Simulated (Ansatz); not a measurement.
# C6H14Si: the cost of one run

The runs use Ansatz 0.2.0, Gaussian basis; PBE/6-31G* with D4 dispersion.

1 further run of the same task is left out (it didn't finish).

## Step 1: Structure used throughout

An earlier PBE0-D4 in a triple-zeta def2 set relaxation fixed the geometry.

SMILES `CC(C)[Si]C(C)C`, 21 atoms, charge 0, spin multiplicity 1.

Atoms are counted from 1 here; the program's logs count them from 0.

Bond lengths: C1–C2 1.536 Å, C1–H8 1.092 Å, C1–H9 1.098 Å, C1–H10 1.095 Å, C2–C3 1.524 Å, C2–Si4 1.910 Å, C2–H11 1.095 Å, C3–H12 1.095 Å, C3–H13 1.093 Å, C3–H14 1.096 Å, Si4–C5 1.914 Å, C5–C6 1.528 Å, C5–C7 1.523 Å, C5–H15 1.110 Å, C6–H16 1.095 Å, C6–H17 1.095 Å, C6–H18 1.093 Å, C7–H19 1.092 Å and more. Angles: C2–C1–H8 112.4°, C2–C1–H9 111.9°, C2–C1–H10 110.6°, H8–C1–H9 107.6°, H8–C1–H10 107.8°, H9–C1–H10 106.3°, C1–C2–C3 111.0°, C1–C2–Si4 103.9°, C1–C2–H11 108.6°, C3–C2–Si4 112.2°, C3–C2–H11 109.5°, Si4–C2–H11 111.6°, C2–C3–H12 111.2°, C2–C3–H13 111.9°, C2–C3–H14 111.3°, H12–C3–H13 107.1°, H12–C3–H14 107.5°, H13–C3–H14 107.6° and more.

## Step 2: The run

in.yaml

```yaml
crystal:
  periodic: [false, false, false]
  atoms:
    - {symbol: C, position_ang: [1.871226, -0.734186, 0.581773]}
    - {symbol: C, position_ang: [0.908363, -0.981762, -0.588485]}
    - {symbol: C, position_ang: [1.219434, -2.303363, -1.279682]}
    - {symbol: Si, position_ang: [-0.817248, -0.985204, 0.230284]}
    - {symbol: C, position_ang: [-1.089145, 0.870343, 0.613154]}
    - {symbol: C, position_ang: [-2.553186, 1.155688, 0.942569]}
    - {symbol: C, position_ang: [-0.515728, 1.921728, -0.328449]}
    - {symbol: H, position_ang: [1.806787, 0.286941, 0.964526]}
    - {symbol: H, position_ang: [1.680451, -1.415996, 1.421423]}
    - {symbol: H, position_ang: [2.906827, -0.910905, 0.271747]}
    - {symbol: H, position_ang: [1.012590, -0.160959, -1.306386]}
    - {symbol: H, position_ang: [1.103406, -3.146606, -0.591228]}
    - {symbol: H, position_ang: [0.553143, -2.486453, -2.126824]}
    - {symbol: H, position_ang: [2.248516, -2.324182, -1.655795]}
    - {symbol: H, position_ang: [-0.525742, 0.918863, 1.567733]}
    - {symbol: H, position_ang: [-3.169265, 1.128876, 0.038324]}
    - {symbol: H, position_ang: [-2.677730, 2.147654, 1.389455]}
    - {symbol: H, position_ang: [-2.965961, 0.418236, 1.635949]}
    - {symbol: H, position_ang: [0.561328, 1.814600, -0.469336]}
    - {symbol: H, position_ang: [-0.698440, 2.932843, 0.051971]}
    - {symbol: H, position_ang: [-0.984123, 1.864344, -1.316019]}
basis:
  gaussian: {orbitals: "6-31G*"}
hamiltonian: {xc: {name: PBE}, dispersion: d4}
md: {timestep: 0.5 fs, n_steps: 50, ensemble: nve, temperature: 1500, initial_velocities: maxwell_boltzmann, seed: 292}
```

Launch:

```bash
ansatz run in.yaml --threads 2 --pin off --events-out ev --progress --plain --max-ram 20480MiB --backend cpu
```

Q: Estimate wall time and peak memory on 2 threads of AMD EPYC 7R13, shared host.

About 2.5 min, with a peak of 1.1 GiB.
